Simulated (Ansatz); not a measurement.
# Cl₂F₂H₂OSi₂: a ladder of functionals and wavefunction methods

An exercise on one series of results from a longer session: the logs are not shown, and one member is left open.

Computed with Ansatz 0.2.0, Gaussian basis. Level: functionals in def2-TZVPP, the program's frozen cores in correlated methods.

The runs, in order: LDA (SPW92), PBE-D4, revPBE-D4, BLYP-D4, r2SCAN-D4, B97M-V, PBE0-D4, B3LYP-D4, r2SCANh-D4, r2SCAN0-D4, HSE06-D4, BHLYP-D4, CAM-B3LYP-D4, LC-ωPBE, ωB97X-V, ωB97M-V, B2PLYP, PBE-QIDH; CCSD(T)/def2-SVP; CCSD(T)/def2-TZVPP; CCSD(T)/def2-QZVPP; extrapolation to the limit; RPA on PBE.

### The geometry

All runs share one geometry, relaxed beforehand with PBE0-D4 in a triple-zeta def2 set.

SMILES `F[Si](F)(Cl)O[SiH2]Cl`, 9 atoms, charge 0, spin multiplicity 1.

Atoms are counted from 1 here; the program's logs count them from 0.

Bond lengths: F1–Si2 1.570 Å, Si2–F3 1.571 Å, Si2–Cl4 2.013 Å, Si2–O5 1.599 Å, O5–Si6 1.635 Å, Si6–Cl7 2.042 Å, Si6–H8 1.476 Å, Si6–H9 1.474 Å. Angles: F1–Si2–F3 107.5°, F1–Si2–Cl4 109.3°, F1–Si2–O5 108.6°, F3–Si2–Cl4 109.1°, F3–Si2–O5 110.2°, Cl4–Si2–O5 112.0°, Si2–O5–Si6 147.7°, O5–Si6–Cl7 109.6°, O5–Si6–H8 109.3°, O5–Si6–H9 107.7°, Cl7–Si6–H8 108.2°, Cl7–Si6–H9 108.9°, H8–Si6–H9 113.1°.

Set-up of the first run:

in.yaml

```yaml
crystal:
  periodic: [false, false, false]
  atoms:
    - {symbol: F, position_ang: [-2.074014, -1.852555, -0.035672]}
    - {symbol: Si, position_ang: [-0.923491, -1.008091, -0.690492]}
    - {symbol: F, position_ang: [-0.033993, -1.992222, -1.531598]}
    - {symbol: Cl, position_ang: [-1.726254, 0.367822, -1.920965]}
    - {symbol: O, position_ang: [-0.056291, -0.336362, 0.473258]}
    - {symbol: Si, position_ang: [0.915779, 0.893541, 0.938576]}
    - {symbol: Cl, position_ang: [2.186604, 1.375306, -0.585601]}
    - {symbol: H, position_ang: [0.091849, 2.079018, 1.244707]}
    - {symbol: H, position_ang: [1.708211, 0.427343, 2.090687]}
basis:
  gaussian: {orbitals: def2-TZVPP}
hamiltonian: {xc: lda}
output: {orbitals: {seedname: orbitals}}
```

Among the steps run: LDA; PBE-D4 (GGA); revPBE-D4 (GGA); BLYP-D4 (GGA); r2SCAN-D4 (meta-GGA); B97M-V (meta-GGA); PBE0-D4 (hybrid); B3LYP-D4 (hybrid); r2SCANh-D4 (hybrid); r2SCAN0-D4 (hybrid); HSE06-D4 (hybrid); BHLYP-D4 (hybrid); CAM-B3LYP-D4 (range-separated); LC-ωPBE (range-separated); ωB97X-V (range-separated); ωB97M-V (range-separated); B2PLYP (double hybrid); PBE-QIDH (double hybrid).

One of the session's tables, all rows but one given; the rest of the session is left out.

It belongs to the step «Orbital energies across the functionals». 

```
  functional  HOMO (eV)  gap (eV)
 LDA (SPW92)      -7.95      6.66
      PBE-D4      -7.87      6.88
   revPBE-D4      -7.83      6.97
     BLYP-D4      -7.74      6.89
   r2SCAN-D4      -8.24      7.68
      B97M-V      -8.33      7.59
     PBE0-D4      -9.27      9.18
    B3LYP-D4      -9.03      8.72
  r2SCANh-D4      -8.74      8.48
  r2SCAN0-D4      -9.51      9.68
    HSE06-D4      -8.86      8.40
    BHLYP-D4     -10.57     11.39
CAM-B3LYP-D4          ?         ?
     LC-ωPBE     -12.05     14.19
     ωB97X-V     -11.69     13.67
     ωB97M-V     -11.51     13.17
```

**Question.** Estimate the row for CAM-B3LYP-D4.

The run gave: HOMO (eV): -10.66; gap (eV): 11.57. In the column «HOMO (eV)» it lies between ωB97M-V (-11.51) and BHLYP-D4 (-10.57).
